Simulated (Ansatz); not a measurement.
# C₂H₄FNSi: one species, many methods

The task here is to estimate one member of a computed series from the others.

Method: functionals in def2-TZVPP, the program's frozen cores in correlated methods; program: Ansatz 0.2.0, Gaussian basis.

Plan: LDA (SPW92), PBE-D4, revPBE-D4, BLYP-D4, r2SCAN-D4, B97M-V, PBE0-D4, B3LYP-D4, r2SCANh-D4, r2SCAN0-D4, HSE06-D4, BHLYP-D4, CAM-B3LYP-D4, LC-ωPBE, ωB97X-V, ωB97M-V, B2PLYP, PBE-QIDH; CCSD(T)/def2-SVP; CCSD(T)/def2-TZVPP; MP2/def2-QZVPP; extrapolation to the limit; RPA on PBE.

## The relaxed structure

An earlier PBE0-D4 in a triple-zeta def2 set relaxation fixed the geometry.

9 atoms, charge 0, spin multiplicity 1.

Atoms are counted from 1 here; the program's logs count them from 0.

Bond lengths: C1–Si2 1.841 Å, C1–H6 1.092 Å, C1–H7 1.093 Å, C1–H8 1.092 Å, Si2–F3 1.592 Å, Si2–C4 1.853 Å, Si2–H9 1.476 Å, C4–N5 1.152 Å. Angles: Si2–C1–H6 110.5°, Si2–C1–H7 110.1°, Si2–C1–H8 110.8°, H6–C1–H7 108.4°, H6–C1–H8 108.7°, H7–C1–H8 108.3°, C1–Si2–F3 111.0°, C1–Si2–C4 109.2°, C1–Si2–H9 114.4°, F3–Si2–C4 106.4°, F3–Si2–H9 108.5°, C4–Si2–H9 107.1°, Si2–C4–N5 177.7°.

Set-up of the first run:

in.yaml reads:

```yaml
crystal:
  periodic: [false, false, false]
  atoms:
    - {symbol: C, position_ang: [-0.717540, -1.017017, -0.140815]}
    - {symbol: Si, position_ang: [0.644139, 0.121346, 0.350062]}
    - {symbol: F, position_ang: [2.026292, -0.331955, -0.296720]}
    - {symbol: C, position_ang: [0.289013, 1.816183, -0.310872]}
    - {symbol: N, position_ang: [0.023630, 2.863876, -0.708625]}
    - {symbol: H, position_ang: [-0.524934, -2.026681, 0.229036]}
    - {symbol: H, position_ang: [-1.665329, -0.671357, 0.279819]}
    - {symbol: H, position_ang: [-0.817927, -1.055788, -1.227430]}
    - {symbol: H, position_ang: [0.831157, 0.255193, 1.808446]}
basis:
  gaussian: {orbitals: def2-TZVPP}
hamiltonian: {xc: lda}
output: {orbitals: {seedname: orbitals}}
```

Steps of the session up to this table: LDA; PBE-D4 (GGA); revPBE-D4 (GGA); BLYP-D4 (GGA); r2SCAN-D4 (meta-GGA); B97M-V (meta-GGA); PBE0-D4 (hybrid); B3LYP-D4 (hybrid); r2SCANh-D4 (hybrid); r2SCAN0-D4 (hybrid); HSE06-D4 (hybrid); BHLYP-D4 (hybrid); CAM-B3LYP-D4 (range-separated); LC-ωPBE-D4 (range-separated; the results give it without D4); ωB97X-V (range-separated); ωB97M-V (range-separated); B2PLYP (double hybrid); PBE-QIDH (double hybrid).

One table of the session follows, with a row left open; its other results are not shown here.

It belongs to the step «Orbital energies across the functionals». 

```
  functional  HOMO (eV)  gap (eV)
 LDA (SPW92)      -8.47      6.20
      PBE-D4      -8.33      6.34
   revPBE-D4      -8.28      6.39
     BLYP-D4      -8.22      6.37
   r2SCAN-D4      -8.65      6.91
      B97M-V      -8.67      6.94
     PBE0-D4      -9.71      8.69
    B3LYP-D4          ?         ?
  r2SCANh-D4      -9.16      7.77
  r2SCAN0-D4      -9.92      9.05
    HSE06-D4      -9.30      7.90
    BHLYP-D4     -10.97     10.99
CAM-B3LYP-D4     -11.13     11.22
     LC-ωPBE     -12.53     13.82
     ωB97X-V     -12.13     13.32
     ωB97M-V     -11.97     12.97
```

Q: Estimate the row for B3LYP-D4 from the others.

Worked estimate for «HOMO (eV)». Against the share of exact exchange, BLYP-D4 (0, -8.22), BHLYP-D4 (0.5, -10.97) give a slope of -5.50 per unit share; at 0.2 the line stands at -9.32.

The run gave: HOMO (eV): -9.48; gap (eV): 8.24. In «HOMO (eV)» the line misses by +0.16.
